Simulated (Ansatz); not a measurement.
# Pt: the cost of one run

Method: DFT r2SCAN, scalar-relativistic, plane waves, PAW, in Ansatz 0.2.0.

### Step 1. The structure to begin with

It takes space group Im-3m (No. 229, cubic). Conventional cell: a = 3.139 Å, b = 3.139 Å, c = 3.139 Å, α = 90.00°, β = 90.00°, γ = 90.00°. Around Pt (site symmetry m-3m) lie 8 Pt at 2.72 Å.

Structure file:

```
CELL_PARAMETERS angstrom
-1.56949 1.56949 1.56949
1.56949 -1.56949 1.56949
1.56949 1.56949 -1.56949
ATOMIC_POSITIONS crystal
Pt 0.00000 0.00000 0.00000
```

It goes back to an entry of the Materials Project, which need not be the stable form.

This cell was relaxed beforehand with the same method: volume 15.46 Å³/atom, gap on the mesh none (metal).

### Step 2. The reference cell

The reference gives a free energy of -12536.6923 eV, pressure 0.35 GPa, largest force 0.000 eV/Å and gap on the mesh none (metal). It was computed beforehand with the settings of the runs below.

### Step 3. Breaking the symmetry

Cell sheared at random, sigma 0.03. Displacements in the unstrained cell, with the mean shift removed:

```tsv
atom	ux (Å)	uy (Å)	uz (Å)
Pt1	0.000	0.000	0.000
```

Strain (xx, yy, zz, yz, xz, xy; engineering shear): (-0.0404, 0.0360, 0.0044, -0.0532, 0.0092, 0.0469).

### Step 4. The disturbed cell, one point

input.yaml reads:

```yaml
crystal:
  lattice:
    - [-1.4621347884, 1.5474071039, 1.527392209]
    - [1.476565613, -1.630928524, 1.6253444537]
    - [1.5357076154, 1.704501351, -1.6109136291]
  atoms:
    - { symbol: Pt, position: [0.0, 0.0, 0.0] }
basis:
  ecutwfc: 500
kpoints:
  mp_grid: { grid: [16, 16, 16] }
hamiltonian:
  xc: r2scan
scf:
  occupations: { method: gaussian, width: 0.15 }
output:
  forces: true
  stress: true
  eigenvalues: true
```

On the command line:

```console
$ ansatz run input.yaml --threads 1 --pin off --max-ram 2560MiB --backend cpu --events-out ev --progress --plain --runs-dir out
```

What time and memory should one allow on 1 thread of Intel Xeon at 2.50GHz (Skylake/Cascade Lake), shared host?

About 1.7 min, with a peak of 0.79 GiB.
